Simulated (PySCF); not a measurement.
# C8H11OP: the cost of one run

Computed with PySCF 2.14.0 and routines of our own; the level stands in each step. Atoms count from 0.

### 1 The starting structure

21 atoms, charge 0, multiplicity 1; geometry from: GFN2-xTB.

### 2 Vibronic structure: TDDFT B3LYP/def2-SV(P)

Job settings and geometry (Å):

```
{"job": {"kind": "vib", "xc": "B3LYP", "basis": "def2-SV(P)", "tda": false}, "charge": 0, "multiplicity": 1}
C      3.772731    -0.887907     1.347441
C      2.903962    -0.087674     1.152017
C      1.838114     0.852420     0.903429
P      0.818660     0.300279    -0.565105
C     -0.601207     1.485927    -0.348271
C     -1.821979     0.958973    -1.106457
C     -2.308058    -0.338870    -0.499415
O     -3.394383    -0.448745     0.009930
C     -1.316174    -1.479465    -0.557444
C     -0.049914    -1.138499     0.232663
H      4.544473    -1.574948     1.527280
H      1.200885     0.942194     1.789800
H      2.261377     1.833676     0.665041
H     -0.312436     2.459707    -0.752734
H     -0.843951     1.612251     0.711435
H     -1.551952     0.781352    -2.150657
H     -2.634180     1.688892    -1.072221
H     -1.787197    -2.376070    -0.147810
H     -1.052853    -1.665543    -1.602031
H      0.629101    -1.995048     0.232456
H     -0.303939    -0.905959     1.271640
```

Method: TDDFT B3LYP/def2-SV(P) vertical-gradient vibronic structure (displaced harmonic oscillators, Condon), gas phase.

Launch:

```console
$ OMP_NUM_THREADS=1 python excited_run.py task.json out
```

The driver reads the jobs from task.json and runs them one after another.

Q: Estimate the wall time and peak memory of this first job on 1 thread of Arm Neoverse V1, shared host.

About 61 s, with a peak of 1 GiB.
